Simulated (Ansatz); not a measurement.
# CH5BSSeSi: up Jacob's ladder to CCSD(T)

One table from this session's results is given with a row withheld; the runs are named, their logs left out.

The runs use Ansatz 0.2.0, Gaussian basis; functionals in def2-TZVPP, the program's frozen cores in correlated methods.

Plan: LDA (SPW92), PBE-D4, revPBE-D4, BLYP-D4, r2SCAN-D4, B97M-V, PBE0-D4, B3LYP-D4, r2SCANh-D4, r2SCAN0-D4, HSE06-D4, BHLYP-D4, CAM-B3LYP-D4, LC-ωPBE, ωB97X-V, ωB97M-V, B2PLYP, PBE-QIDH; CCSD(T)/def2-SVP; CCSD(T)/def2-TZVPP; MP2/def2-QZVPP; extrapolation to the limit; RPA on PBE.

## Structure used throughout

All runs share one geometry, relaxed beforehand with PBE0-D4 in a triple-zeta def2 set.

SMILES `BC(=[Se])[SiH2]S`, 10 atoms, charge 0, spin multiplicity 1.

Atoms are counted from 1 here; the program's logs count them from 0.

Bond lengths: B1–C2 1.527 Å, B1–H6 1.196 Å, B1–H7 1.197 Å, C2–Se3 1.783 Å, C2–Si4 1.859 Å, Si4–S5 2.131 Å, Si4–H8 1.482 Å, Si4–H9 1.482 Å, S5–H10 1.344 Å. Angles: C2–B1–H6 119.4°, C2–B1–H7 119.0°, H6–B1–H7 121.0°, B1–C2–Se3 88.4°, B1–C2–Si4 145.6°, Se3–C2–Si4 125.9°, C2–Si4–S5 108.2°, C2–Si4–H8 109.7°, C2–Si4–H9 108.8°, S5–Si4–H8 105.6°, S5–Si4–H9 112.4°, H8–Si4–H9 112.0°, Si4–S5–H10 94.0°.

Set-up of the first run:

Contents of in.yaml:

```yaml
crystal:
  periodic: [false, false, false]
  atoms:
    - {symbol: B, position_ang: [-1.613367, 0.939120, 0.532654]}
    - {symbol: C, position_ang: [-0.367304, 0.508141, -0.236752]}
    - {symbol: Se, position_ang: [-0.037898, 2.228792, -0.568375]}
    - {symbol: Si, position_ang: [0.711802, -0.923142, -0.730684]}
    - {symbol: S, position_ang: [1.603667, -1.722495, 1.031761]}
    - {symbol: H, position_ang: [-1.551048, 1.080579, 1.718831]}
    - {symbol: H, position_ang: [-2.665706, 0.967862, -0.036559]}
    - {symbol: H, position_ang: [-0.126463, -2.014422, -1.282156]}
    - {symbol: H, position_ang: [1.718706, -0.447397, -1.707924]}
    - {symbol: H, position_ang: [2.327612, -0.617028, 1.279214]}
basis:
  gaussian: {orbitals: def2-TZVPP}
hamiltonian: {xc: lda}
output: {orbitals: {seedname: orbitals}}
```

Steps of the session up to this table: LDA; PBE-D4 (GGA); revPBE-D4 (GGA); BLYP-D4 (GGA); r2SCAN-D4 (meta-GGA); B97M-V (meta-GGA); PBE0-D4 (hybrid); B3LYP-D4 (hybrid); r2SCANh-D4 (hybrid); r2SCAN0-D4 (hybrid); HSE06-D4 (hybrid); BHLYP-D4 (hybrid); CAM-B3LYP-D4 (range-separated); LC-ωPBE (range-separated); ωB97X-V (range-separated); ωB97M-V (range-separated); B2PLYP (double hybrid); PBE-QIDH (double hybrid).

One of the session's tables, all rows but one given; the rest of the session is left out.

It belongs to the step «Frontier levels by functional». 

| functional | HOMO (eV) | LUMO (eV) | gap (eV) |
| --- | --- | --- | --- |
| LDA (SPW92) | -6.21 | -4.36 | 1.85 |
| PBE-D4 | -6.04 | -4.18 | 1.87 |
| revPBE-D4 | -5.98 | -4.11 | 1.88 |
| BLYP-D4 | -5.86 | -3.99 | 1.86 |
| r2SCAN-D4 | -6.24 | -4.14 | 2.10 |
| B97M-V | -6.32 | -4.08 | 2.23 |
| PBE0-D4 | -7.11 | -3.40 | 3.71 |
| B3LYP-D4 | -6.87 | -3.53 | 3.34 |
| r2SCANh-D4 | -6.64 | -3.84 | 2.80 |
| r2SCAN0-D4 | -7.24 | -3.38 | 3.86 |
| HSE06-D4 | -6.72 | -3.77 | 2.95 |
| BHLYP-D4 | ? | ? | ? |
| CAM-B3LYP-D4 | -8.33 | -2.28 | 6.05 |
| LC-ωPBE | -9.65 | -1.30 | 8.34 |
| ωB97X-V | -9.31 | -1.32 | 8.00 |
| ωB97M-V | -9.19 | -1.37 | 7.82 |

Estimate the missing values for BHLYP-D4.

Worked estimate for «HOMO (eV)». Against the share of exact exchange, BLYP-D4 (0, -5.86), B3LYP-D4 (0.2, -6.87) give a slope of -5.05 per unit share; at 0.5 the line stands at -8.38.

As computed: HOMO (eV): -8.00; LUMO (eV): -2.38; gap (eV): 5.62. In «HOMO (eV)» the line misses by -0.38.
